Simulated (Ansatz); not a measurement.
**C2H9BFNSi: two geometries relaxed**

Are the two ends of the inversion of the pyramid at N5 separate minima, and which lies lower? Each is relaxed from a guess. SMILES of the start: CC([SiH3])B(N)F.

All numbers below are computed with Ansatz 0.2.0 (RKS PBE0-D4/def2-SVP).

## 1. The starting structure

Bond lengths: C1–C2 1.509 Å, C2–Si3 1.866 Å, C2–B4 1.573 Å, B4–N5 1.596 Å, B4–F6 1.422 Å, C1–H7 1.161 Å, C1–H8 1.088 Å, C1–H9 1.096 Å, C2–H10 1.123 Å, Si3–H11 1.510 Å, Si3–H12 1.420 Å, Si3–H13 1.463 Å, N5–H14 1.035 Å, N5–H15 1.061 Å. Angles (14 of 24 angles, heavy atoms first): C1–C2–Si3 108.7°, C1–C2–B4 116.2°, Si3–C2–B4 108.9°, C2–B4–N5 118.5°, C2–B4–F6 123.8°, N5–B4–F6 117.7°, C1–C2–H10 107.1°, Si3–C2–H10 108.9°, B4–C2–H10 106.9°, C2–C1–H7 107.9°, C2–C1–H8 110.5°, C2–C1–H9 115.4°, C2–Si3–H11 108.2°, C2–Si3–H12 111.4°.

As a file:

```xyz
15

C    -0.3156    0.2700    1.5406
C     0.5547    0.3100    0.3086
Si    1.1224   -1.4242   -0.0804
B    -0.0955    0.9337   -0.9805
N    -1.4127    0.2541   -1.5737
F     0.3896    2.1061   -1.6229
H    -0.6867    1.3497    1.7495
H    -1.2100   -0.3208    1.3571
H     0.1903   -0.0369    2.4628
H     1.4511    0.9381    0.5589
H     1.8602   -1.9595    1.1229
H     0.0225   -2.2802   -0.3530
H     2.0150   -1.3683   -1.2379
H    -1.7282    0.8273   -2.3759
H    -2.1789    0.3500   -0.8466
```

## 2. End point A

input.yaml

```yaml
crystal:
  periodic: [false, false, false]
  atoms:
    - { symbol: C, position_ang: [-0.3156, 0.27, 1.5406] }
    - { symbol: C, position_ang: [0.5547, 0.31, 0.3086] }
    - { symbol: Si, position_ang: [1.1224, -1.4242, -0.0804] }
    - { symbol: B, position_ang: [-0.0955, 0.9337, -0.9805] }
    - { symbol: "N", position_ang: [-1.4127, 0.2541, -1.5737] }
    - { symbol: F, position_ang: [0.3896, 2.1061, -1.6229] }
    - { symbol: H, position_ang: [-0.6867, 1.3497, 1.7495] }
    - { symbol: H, position_ang: [-1.21, -0.3208, 1.3571] }
    - { symbol: H, position_ang: [0.1903, -0.0369, 2.4628] }
    - { symbol: H, position_ang: [1.4511, 0.9381, 0.5589] }
    - { symbol: H, position_ang: [1.8602, -1.9595, 1.1229] }
    - { symbol: H, position_ang: [0.0225, -2.2802, -0.353] }
    - { symbol: H, position_ang: [2.015, -1.3683, -1.2379] }
    - { symbol: H, position_ang: [-1.7282, 0.8273, -2.3759] }
    - { symbol: H, position_ang: [-2.1789, 0.35, -0.8466] }
basis:
  gaussian: { orbitals: def2-SVP }
hamiltonian:
  xc: pbe0
  dispersion: d4
relax:
  f_tol: 0.015
  max_steps: 40
```

Started as:

```bash
> ansatz run input.yaml --threads 2 --pin off --max-ram 3072MiB --backend cpu --events-out ev --progress --plain --runs-dir out
```

Standard output, cut to the lines that bear on the results:

```text
Warning: RAYON_NUM_THREADS=2 ignored (pool sized by the plan → 2); use --threads N
[...]
Functional definition: PBE0
[...]
1460 factors; integrals over basis functions are off by at most 4.0e-4 eV
[...]
mean field -14964.55466932 eV, -549.9372407579 hartree, gradient 3.4e-5 eV, S^2 0.000000; 0 other end points of the search recorded, 0 dependent functions left out
[...]
reference -14964.55469973 eV, -549.9372418757 hartree; 28, 28 occupied and 105, 105 virtual orbitals, 1460 factors
relax step   1: F+E_penalty+E_count = -14964.83567851 eV  Δ(F+E_penalty+E_count) = +0.000e0 eV  max|allowed force component| = 2.796e0 eV/Å  Δτ_max = 0.0000 Å  (26 SCF iters, accepted)
[...]
relax step   3: F+E_penalty+E_count = -14965.79546369 eV  Δ(F+E_penalty+E_count) = -2.660e-1 eV  max|allowed force component| = 1.734e0 eV/Å  Δτ_max = 0.1948 Å  (29 SCF iters, accepted)
[...]
relax step   5: F+E_penalty+E_count = -14966.07186370 eV  Δ(F+E_penalty+E_count) = -1.274e-1 eV  max|allowed force component| = 4.045e-1 eV/Å  Δτ_max = 0.2000 Å  (28 SCF iters, accepted)
[...]
relax step   7: F+E_penalty+E_count = -14966.08827415 eV  Δ(F+E_penalty+E_count) = -7.849e-3 eV  max|allowed force component| = 9.138e-2 eV/Å  Δτ_max = 0.0706 Å  (30 SCF iters, accepted)
[...]
relax step   9: F+E_penalty+E_count = -14966.09280891 eV  Δ(F+E_penalty+E_count) = -1.887e-3 eV  max|allowed force component| = 1.715e-1 eV/Å  Δτ_max = 0.0711 Å  (30 SCF iters, accepted)
[...]
relax step  10: F+E_penalty+E_count = -14966.09455184 eV  Δ(F+E_penalty+E_count) = -1.743e-3 eV  max|allowed force component| = 1.699e-1 eV/Å  Δτ_max = 0.0876 Å  (30 SCF iters, accepted)
[...]
relax step  11: F+E_penalty+E_count = -14966.09585597 eV  Δ(F+E_penalty+E_count) = -1.304e-3 eV  max|allowed force component| = 2.042e-1 eV/Å  Δτ_max = 0.0857 Å  (30 SCF iters, accepted)
[...]
1460 factors; integrals over basis functions are off by at most 4.3e-4 eV
mean field -14965.81749719 eV, -549.9836488263 hartree, gradient 9.8e-6 eV, S^2 0.000000; 0 other end points of the search recorded, 0 dependent functions left out
[...]
reference -14965.81752677 eV, -549.9836499134 hartree; 28, 28 occupied and 105, 105 virtual orbitals, 1460 factors
```

## 3. The output, continued: end point A relaxed

Output, continued, cut to the lines that bear on the results:

```text
relax step  12: F+E_penalty+E_count = -14966.09822995 eV  Δ(F+E_penalty+E_count) = -2.374e-3 eV  max|allowed force component| = 1.569e-1 eV/Å  Δτ_max = 0.0412 Å  (30 SCF iters, accepted)
[...]
relax step  14: F+E_penalty+E_count = -14966.10257340 eV  Δ(F+E_penalty+E_count) = -1.526e-3 eV  max|allowed force component| = 4.635e-2 eV/Å  Δτ_max = 0.0860 Å  (30 SCF iters, accepted)
[...]
relax step  16: F+E_penalty+E_count = -14966.10306916 eV  Δ(F+E_penalty+E_count) = +1.053e-5 eV  max|allowed force component| = 1.586e-1 eV/Å  Δτ_max = 0.0164 Å  (30 SCF iters, rejected (line search))
[...]
relax step  18: F+E_penalty+E_count = -14966.10368920 eV  Δ(F+E_penalty+E_count) = -1.329e-4 eV  max|allowed force component| = 3.948e-2 eV/Å  Δτ_max = 0.0212 Å  (31 SCF iters, accepted)
[...]
Atom 5 at     0.636454     1.084621    -2.113761 Å, force     0.000032     0.000453    -0.001108 eV/Å
Atom 6 at    -0.939478     1.194692     1.661492 Å, force     0.000789    -0.001075    -0.000648 eV/Å
Atom 7 at    -1.271902    -0.511957     1.296977 Å, force     0.000948     0.000977     0.000681 eV/Å
Atom 8 at     0.049161    -0.084395     2.390364 Å, force    -0.000083     0.000050    -0.000331 eV/Å
Atom 9 at     1.323256     0.982764     0.476121 Å, force    -0.000430    -0.001341    -0.001116 eV/Å
Atom 10 at     2.006394    -1.847533     1.215390 Å, force    -0.000586     0.000484     0.000726 eV/Å
Atom 11 at     0.324444    -2.405556    -0.432786 Å, force     0.000153     0.000948    -0.000829 eV/Å
Atom 12 at     2.364273    -1.277446    -1.120599 Å, force     0.000525     0.000525    -0.000069 eV/Å
Atom 13 at    -1.935684     1.233729    -2.146787 Å, force    -0.001637    -0.000635     0.002197 eV/Å
Atom 14 at    -2.228390     0.733509    -0.547884 Å, force     0.006543     0.000729    -0.004973 eV/Å
Dipole moment:    -0.489059     0.129830     0.176711 e Å
```

It took 56 s on 2 threads of Intel Xeon 6975P-C (Granite Rapids), shared host; peak memory 0.4 GiB.

The steps of the relaxation:

| step | energy from step 1 (eV) | largest force component (eV/Å) |
| --- | --- | --- |
| 1 | 0.0000 | 2.7960 |
| 2 | -0.6938 | 2.8890 |
| 3 | -0.9598 | 1.7340 |
| 4 | -1.1088 | 1.0206 |
| 5 | -1.2362 | 0.4045 |
| 6 | -1.2447 | 0.2414 |
| 7 | -1.2526 | 0.0914 |
| 8 | -1.2552 | 0.1094 |
| 9 | -1.2571 | 0.1715 |
| 10 | -1.2589 | 0.1699 |
| 11 | -1.2602 | 0.2042 |
| 12 | -1.2626 | 0.1569 |
| 13 | -1.2654 | 0.0710 |
| 14 | -1.2669 | 0.0464 |
| 15 | -1.2674 | 0.0893 |
| 16x | -1.2674 | 0.1586 |
| 17 | -1.2679 | 0.0396 |
| 18 | -1.2680 | 0.0395 |
| 19 | -1.2681 | 0.0163 |
| 20 | -1.2681 | 0.0094 |

Step 1 is the start. 1 step was tried and not accepted (marked x).

After: Bond lengths: C1–C2 1.530 Å, C2–Si3 1.894 Å, C2–B4 1.573 Å, B4–N5 1.398 Å, B4–F6 1.348 Å, C1–H7 1.103 Å, C1–H8 1.103 Å, C1–H9 1.101 Å, C2–H10 1.107 Å, Si3–H11 1.498 Å, Si3–H12 1.498 Å, Si3–H13 1.493 Å, N5–H14 1.011 Å, N5–H15 1.010 Å. Angles (14 of 24 angles, heavy atoms first): C1–C2–Si3 111.5°, C1–C2–B4 115.0°, Si3–C2–B4 109.1°, C2–B4–N5 124.0°, C2–B4–F6 118.6°, N5–B4–F6 117.4°, C1–C2–H10 110.4°, Si3–C2–H10 104.0°, B4–C2–H10 106.1°, C2–C1–H7 111.7°, C2–C1–H8 111.5°, C2–C1–H9 112.4°, C2–Si3–H11 110.0°, C2–Si3–H12 110.0°.

## 4. Relaxing end B

The second end starts from a geometry with the move made by hand.

input.yaml, as its differences from that of step 2:

```diff
@@ -16,4 +16,4 @@
     - { symbol: H, position_ang: [2.015, -1.3683, -1.2379] }
-    - { symbol: H, position_ang: [-1.7282, 0.8273, -2.3759] }
-    - { symbol: H, position_ang: [-2.1789, 0.35, -0.8466] }
+    - { symbol: H, position_ang: [-1.19326, -0.0746, -2.53048] }
+    - { symbol: H, position_ang: [-1.59918, -0.62739, -1.01412] }
 basis:
```

Started as:

```bash
> ansatz run input.yaml --threads 2 --pin off --max-ram 3072MiB --backend cpu --events-out ev --progress --plain --runs-dir out
```

Standard output, cut to the lines that bear on the results:

```text
Warning: RAYON_NUM_THREADS=2 ignored (pool sized by the plan → 2); use --threads N
[...]
Functional definition: PBE0
[...]
1460 factors; integrals over basis functions are off by at most 4.0e-4 eV
[...]
mean field -14964.50398086 eV, -549.9353779915 hartree, gradient 5.3e-6 eV, S^2 0.000000; 0 other end points of the search recorded, 0 dependent functions left out
[...]
reference -14964.50401033 eV, -549.9353790745 hartree; 28, 28 occupied and 105, 105 virtual orbitals, 1460 factors
relax step   1: F+E_penalty+E_count = -14964.78873969 eV  Δ(F+E_penalty+E_count) = +0.000e0 eV  max|allowed force component| = 3.489e0 eV/Å  Δτ_max = 0.0000 Å  (28 SCF iters, accepted)
[...]
relax step   4: F+E_penalty+E_count = -14965.96959134 eV  Δ(F+E_penalty+E_count) = -1.615e-1 eV  max|allowed force component| = 4.883e-1 eV/Å  Δτ_max = 0.2000 Å  (28 SCF iters, accepted)
[...]
relax step   7: F+E_penalty+E_count = -14966.07096216 eV  Δ(F+E_penalty+E_count) = -9.564e-3 eV  max|allowed force component| = 1.475e-1 eV/Å  Δτ_max = 0.1412 Å  (28 SCF iters, accepted)
[...]
relax step  10: F+E_penalty+E_count = -14966.07899579 eV  Δ(F+E_penalty+E_count) = -2.499e-3 eV  max|allowed force component| = 7.138e-2 eV/Å  Δτ_max = 0.0329 Å  (30 SCF iters, accepted)
[...]
relax step  13: F+E_penalty+E_count = -14966.08659406 eV  Δ(F+E_penalty+E_count) = -5.059e-3 eV  max|allowed force component| = 2.250e-1 eV/Å  Δτ_max = 0.0116 Å  (30 SCF iters, accepted)
[...]
relax step  14: F+E_penalty+E_count = -14966.08217124 eV  Δ(F+E_penalty+E_count) = +4.423e-3 eV  max|allowed force component| = 4.526e-1 eV/Å  Δτ_max = 0.1359 Å  (30 SCF iters, rejected (line search))
[...]
relax step  15: F+E_penalty+E_count = -14966.08985362 eV  Δ(F+E_penalty+E_count) = -3.260e-3 eV  max|allowed force component| = 7.388e-2 eV/Å  Δτ_max = 0.0650 Å  (30 SCF iters, accepted)
[...]
1460 factors; integrals over basis functions are off by at most 4.2e-4 eV
```

## 5. More of the same log: end point B relaxed

The log, continued:

```text
mean field -14965.81037062 eV, -549.9833869297 hartree, gradient 9.2e-6 eV, S^2 0.000000; 0 other end points of the search recorded, 0 dependent functions left out
the calculation of the forces begins
reference -14965.81040033 eV, -549.9833880215 hartree; 28, 28 occupied and 105, 105 virtual orbitals, 1460 factors
relax step  16: F+E_penalty+E_count = -14966.09194866 eV  Δ(F+E_penalty+E_count) = -2.095e-3 eV  max|allowed force component| = 1.548e-1 eV/Å  Δτ_max = 0.0985 Å  (28 SCF iters, accepted)
these checks for a lower state are left out or cut short: starts, cluster_reference, orbital_swaps, neighbouring_geometries, increment
1460 factors; integrals over basis functions are off by at most 4.2e-4 eV
mean field evaluation 128: about -14965.8145 eV, gradient 1.2e-5 eV
mean field -14965.81445864 eV, -549.9835371616 hartree, gradient 1.2e-5 eV, S^2 0.000000; 0 other end points of the search recorded, 0 dependent functions left out
the calculation of the forces begins
reference -14965.81448848 eV, -549.9835382582 hartree; 28, 28 occupied and 105, 105 virtual orbitals, 1460 factors
relax step  17: F+E_penalty+E_count = -14966.09545069 eV  Δ(F+E_penalty+E_count) = -3.502e-3 eV  max|allowed force component| = 1.915e-1 eV/Å  Δτ_max = 0.1435 Å  (28 SCF iters, accepted)
these checks for a lower state are left out or cut short: starts, cluster_reference, orbital_swaps, neighbouring_geometries, increment
1460 factors; integrals over basis functions are off by at most 4.1e-4 eV
mean field -14965.81703305 eV, -549.9836317694 hartree, gradient 9.7e-6 eV, S^2 0.000000; 0 other end points of the search recorded, 0 dependent functions left out
the calculation of the forces begins
reference -14965.81706291 eV, -549.9836328669 hartree; 28, 28 occupied and 105, 105 virtual orbitals, 1460 factors
relax step  18: F+E_penalty+E_count = -14966.09773379 eV  Δ(F+E_penalty+E_count) = -2.283e-3 eV  max|allowed force component| = 1.787e-1 eV/Å  Δτ_max = 0.0692 Å  (30 SCF iters, accepted)
these checks for a lower state are left out or cut short: starts, cluster_reference, orbital_swaps, neighbouring_geometries, increment
1460 factors; integrals over basis functions are off by at most 4.2e-4 eV
mean field -14965.81959643 eV, -549.9837259719 hartree, gradient 9.9e-6 eV, S^2 0.000000; 0 other end points of the search recorded, 0 dependent functions left out
the calculation of the forces begins
reference -14965.81962633 eV, -549.9837270708 hartree; 28, 28 occupied and 105, 105 virtual orbitals, 1460 factors
relax step  19: F+E_penalty+E_count = -14966.10011345 eV  Δ(F+E_penalty+E_count) = -2.380e-3 eV  max|allowed force component| = 2.129e-1 eV/Å  Δτ_max = 0.0940 Å  (28 SCF iters, accepted)
these checks for a lower state are left out or cut short: starts, cluster_reference, orbital_swaps, neighbouring_geometries, increment
1460 factors; integrals over basis functions are off by at most 4.3e-4 eV
mean field -14965.82149191 eV, -549.9837956294 hartree, gradient 9.9e-6 eV, S^2 0.000000; 0 other end points of the search recorded, 0 dependent functions left out
the calculation of the forces begins
reference -14965.82152178 eV, -549.9837967274 hartree; 28, 28 occupied and 105, 105 virtual orbitals, 1460 factors
relax step  20: F+E_penalty+E_count = -14966.10164318 eV  Δ(F+E_penalty+E_count) = -1.530e-3 eV  max|allowed force component| = 1.555e-1 eV/Å  Δτ_max = 0.0851 Å  (30 SCF iters, accepted)
these checks for a lower state are left out or cut short: starts, cluster_reference, orbital_swaps, neighbouring_geometries, increment
1460 factors; integrals over basis functions are off by at most 4.3e-4 eV
mean field -14965.82227399 eV, -549.9838243704 hartree, gradient 9.8e-6 eV, S^2 0.000000; 0 other end points of the search recorded, 0 dependent functions left out
the calculation of the forces begins
reference -14965.82230386 eV, -549.9838254681 hartree; 28, 28 occupied and 105, 105 virtual orbitals, 1460 factors
relax step  21: F+E_penalty+E_count = -14966.10257286 eV  Δ(F+E_penalty+E_count) = -9.297e-4 eV  max|allowed force component| = 1.694e-1 eV/Å  Δτ_max = 0.0185 Å  (31 SCF iters, accepted)
these checks for a lower state are left out or cut short: starts, cluster_reference, orbital_swaps, neighbouring_geometries, increment
1460 factors; integrals over basis functions are off by at most 4.3e-4 eV
mean field evaluation 160: about -14965.8229 eV, gradient 2.3e-1 eV
mean field -14965.82300922 eV, -549.9838513897 hartree, gradient 9.8e-6 eV, S^2 0.000000; 0 other end points of the search recorded, 0 dependent functions left out
the calculation of the forces begins
reference -14965.82303908 eV, -549.9838524870 hartree; 28, 28 occupied and 105, 105 virtual orbitals, 1460 factors
relax step  22: F+E_penalty+E_count = -14966.10325637 eV  Δ(F+E_penalty+E_count) = -6.835e-4 eV  max|allowed force component| = 1.161e-1 eV/Å  Δτ_max = 0.0221 Å  (30 SCF iters, accepted)
these checks for a lower state are left out or cut short: starts, cluster_reference, orbital_swaps, neighbouring_geometries, increment
1460 factors; integrals over basis functions are off by at most 4.3e-4 eV
mean field -14965.82324193 eV, -549.9838599416 hartree, gradient 9.7e-6 eV, S^2 0.000000; 0 other end points of the search recorded, 0 dependent functions left out
the calculation of the forces begins
reference -14965.82327178 eV, -549.9838610386 hartree; 28, 28 occupied and 105, 105 virtual orbitals, 1460 factors
relax step  23: F+E_penalty+E_count = -14966.10338259 eV  Δ(F+E_penalty+E_count) = -1.262e-4 eV  max|allowed force component| = 5.659e-2 eV/Å  Δτ_max = 0.0283 Å  (31 SCF iters, accepted)
these checks for a lower state are left out or cut short: starts, cluster_reference, orbital_swaps, neighbouring_geometries, increment
1460 factors; integrals over basis functions are off by at most 4.3e-4 eV
mean field -14965.82357370 eV, -549.9838721339 hartree, gradient 9.8e-6 eV, S^2 0.000000; 0 other end points of the search recorded, 0 dependent functions left out
the calculation of the forces begins
reference -14965.82360355 eV, -549.9838732308 hartree; 28, 28 occupied and 105, 105 virtual orbitals, 1460 factors
relax step  24: F+E_penalty+E_count = -14966.10370316 eV  Δ(F+E_penalty+E_count) = -3.206e-4 eV  max|allowed force component| = 3.455e-2 eV/Å  Δτ_max = 0.0189 Å  (30 SCF iters, accepted)
these checks for a lower state are left out or cut short: starts, cluster_reference, orbital_swaps, neighbouring_geometries, increment
1460 factors; integrals over basis functions are off by at most 4.3e-4 eV
mean field -14965.82363793 eV, -549.9838744942 hartree, gradient 1.1e-5 eV, S^2 0.000000; 0 other end points of the search recorded, 0 dependent functions left out
the calculation of the forces begins
reference -14965.82366777 eV, -549.9838755911 hartree; 28, 28 occupied and 105, 105 virtual orbitals, 1460 factors
relax step  25: F+E_penalty+E_count = -14966.10376294 eV  Δ(F+E_penalty+E_count) = -5.978e-5 eV  max|allowed force component| = 1.155e-2 eV/Å  Δτ_max = 0.0133 Å  (23 SCF iters, accepted)
1460 factors; integrals over basis functions are off by at most 4.3e-4 eV
mean field evaluation 192: about -14965.7769 eV, gradient 5.6e-1 eV
mean field -14965.82363793 eV, -549.9838744942 hartree, gradient 1.1e-5 eV, S^2 0.000000; 1 other end points of the search recorded, 0 dependent functions left out
the calculation of the forces begins
reference -14965.82366777 eV, -549.9838755911 hartree; 28, 28 occupied and 105, 105 virtual orbitals, 1460 factors
Total energy: -14966.10379279 eV, -549.9941699955 hartree
Atom 0 at    -0.469097     0.136449     1.408361 Å, force     0.000722    -0.003976    -0.001087 eV/Å
Atom 1 at     0.528255     0.209765     0.249710 Å, force    -0.005018     0.004563     0.001834 eV/Å
Atom 2 at     1.501326    -1.404432     0.069395 Å, force     0.001078    -0.006805    -0.000665 eV/Å
Atom 3 at    -0.096174     0.593321    -1.142110 Å, force     0.003051     0.011552     0.002185 eV/Å
Atom 4 at    -1.469663     0.624327    -1.401249 Å, force     0.007889    -0.001001    -0.010626 eV/Å
Atom 5 at     0.732914     0.906860    -2.157157 Å, force     0.001160    -0.004615    -0.000879 eV/Å
Atom 6 at    -1.018250     1.084303     1.533549 Å, force     0.000454     0.001488    -0.001730 eV/Å
Atom 7 at    -1.218349    -0.657425     1.247153 Å, force     0.001161     0.001604    -0.000066 eV/Å
Atom 8 at     0.020005    -0.084755     2.370153 Å, force     0.000980     0.000004     0.001425 eV/Å
Atom 9 at     1.306159     0.969678     0.457122 Å, force    -0.002555    -0.000455    -0.000886 eV/Å
Atom 10 at     2.147579    -1.760412     1.373216 Å, force    -0.000137    -0.000901    -0.000525 eV/Å
Atom 11 at     0.574723    -2.521758    -0.301601 Å, force     0.002391     0.000901    -0.000833 eV/Å
Atom 12 at     2.561091    -1.294310    -0.977050 Å, force    -0.001565     0.000533     0.002108 eV/Å
Atom 13 at    -1.836826     0.858370    -2.314283 Å, force    -0.004629    -0.001464     0.007075 eV/Å
Atom 14 at    -2.170833     0.409829    -0.707808 Å, force    -0.004982    -0.001428     0.002671 eV/Å
Dipole moment:    -0.503592     0.099783     0.147602 e Å
```

It took 68 s on 2 threads of Intel Xeon 6975P-C (Granite Rapids), shared host; peak memory 0.41 GiB.

Relaxation path:

| step | energy from step 1 (eV) | largest force component (eV/Å) |
| --- | --- | --- |
| 1 | 0.0000 | 3.4886 |
| 2 | -0.8183 | 2.2512 |
| 3 | -1.0194 | 2.3887 |
| 4 | -1.1809 | 0.4883 |
| 5 | -1.2382 | 0.4436 |
| 6 | -1.2727 | 0.2273 |
| 7 | -1.2822 | 0.1475 |
| 8 | -1.2847 | 0.1370 |
| 9 | -1.2878 | 0.2114 |
| 10 | -1.2903 | 0.0714 |
| 11 | -1.2925 | 0.1016 |
| 12 | -1.2928 | 0.2711 |
| 13 | -1.2979 | 0.2250 |
| 14x | -1.2934 | 0.4526 |
| 15 | -1.3011 | 0.0739 |
| 16 | -1.3032 | 0.1548 |
| 17 | -1.3067 | 0.1915 |
| 18 | -1.3090 | 0.1787 |
| 19 | -1.3114 | 0.2129 |
| 20 | -1.3129 | 0.1555 |
| 21 | -1.3138 | 0.1694 |
| 22 | -1.3145 | 0.1161 |
| 23 | -1.3146 | 0.0566 |
| 24 | -1.3150 | 0.0346 |
| 25 | -1.3150 | 0.0116 |

Step 1 is the start. 1 step was tried and not accepted (marked x).

After: Bond lengths: C1–C2 1.531 Å, C2–Si3 1.893 Å, C2–B4 1.573 Å, B4–N5 1.398 Å, B4–F6 1.348 Å, C1–H7 1.103 Å, C1–H8 1.103 Å, C1–H9 1.101 Å, C2–H10 1.107 Å, Si3–H11 1.498 Å, Si3–H12 1.498 Å, Si3–H13 1.493 Å, N5–H14 1.012 Å, N5–H15 1.009 Å. Angles (14 of 24 angles, heavy atoms first): C1–C2–Si3 111.5°, C1–C2–B4 115.0°, Si3–C2–B4 109.1°, C2–B4–N5 124.0°, C2–B4–F6 118.6°, N5–B4–F6 117.4°, C1–C2–H10 110.4°, Si3–C2–H10 104.0°, B4–C2–H10 106.1°, C2–C1–H7 111.7°, C2–C1–H8 111.5°, C2–C1–H9 112.4°, C2–Si3–H11 110.0°, C2–Si3–H12 110.0°.

## 6. Results

```
                           quantity                     value
                              end A  18 moves, 1.268 eV lower
                              end B  23 moves, 1.315 eV lower
largest difference between the ends                    0.02 Å
            end B relative to end A                 +0.000 eV
```

In words: Both starts fell into the same minimum (no atom differs by more than 0.02 Å), so from this start no second minimum was found and no band was run; another arrangement could still be one.
